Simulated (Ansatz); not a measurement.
# CH4BN, SMILES BC=N: the interaction energy of a dimer with the counterpoise correction

Run with the Python package of Ansatz (0.2.0).

`run_dimer.py`:
```python
import ansatz as az

SETTINGS = {
    "basis": "def2-SVP",
    "xc": "b3lyp",
}

FIRST = [
    ("B", (-0.8688, 0.3144, -0.595)),
    ("C", (0.3126, 0.1041, 0.3156)),
    ("N", (0.8401, -1.0459, 0.3287)),
    ("H", (-1.27, -0.4987, -1.2885)),
    ("H", (-1.4263, 1.4168, -0.6468)),
    ("H", (0.6981, 0.9298, 0.933)),
    ("H", (1.714, -1.2205, 0.9527)),
]
SECOND = [
    ("B", (2.6473, -4.0444, -1.348)),
    ("C", (1.9519, -2.7081, -1.3415)),
    ("N", (2.6784, -1.6735, -1.3935)),
    ("H", (3.7801, -4.1537, -1.4374)),
    ("H", (1.9884, -5.0893, -1.2957)),
    ("H", (0.8535, -2.6484, -1.3026)),
    ("H", (2.2044, -0.6946, -1.4217)),
]

def energy(atoms, ghosts=()):
    molecule = az.Crystal.molecule()
    for symbol, xyz in atoms:
        molecule = molecule.atom(symbol, xyz)
    calc = (
        molecule.calculation()
        .basis(gaussian=SETTINGS["basis"])
        .functional(SETTINGS["xc"])
    )
    deck = calc.input()
    if ghosts:
        deck = deck.set(az.key.basis.gaussian.ghost_atoms, [{"symbol": s, "position_ang": list(xyz)} for s, xyz in ghosts])
    return az.Session.from_dict(deck).plan().execute().report["free_energy_ev"]


def main() -> None:
    both = energy(FIRST + SECOND)
    alone = energy(FIRST) + energy(SECOND)
    ghosted = energy(FIRST, SECOND) + energy(SECOND, FIRST)
    print(f"dimer {both:.6f} eV")
    print(f"interaction, uncorrected   {(both - alone):8.3f} eV")
    print(f"interaction, counterpoise  {(both - ghosted):8.3f} eV")
    print(f"basis-set superposition    {(alone - ghosted):8.3f} eV")


if __name__ == "__main__":
    main()
```

Output of `python run_dimer.py`:
```text
dimer -6528.169530 eV
interaction, uncorrected      0.303 eV
interaction, counterpoise     0.424 eV
basis-set superposition       0.120 eV
```

Uncorrected it is 0.303 eV, with the counterpoise correction 0.424 eV; the difference, 0.12 eV, is the superposition error. In this basis both values are repulsive.

Notes:
- Total energies depend on the basis set; only differences at equal settings carry meaning.
- The dimer is a generated trial pose of unrelaxed monomers, not a minimum, so the figure is no binding energy, and the basis set is small.
- b3lyp holds the VWN-RPA fit, as in Gaussian; the form of ORCA and Turbomole is b3lyp5.
- This level lacks the dispersion part of the attraction (electrostatics and induction are there), which can decide the sign where the interaction is weak.
- It ran for 15 s on 1 thread of Intel(R) Xeon(R) Platinum 8259CL CPU @ 2.50GHz (Skylake/Cascade Lake), on a shared host, peak memory 0.29 GiB.

(Lines on the test bed's own set-up are left out of the output.)
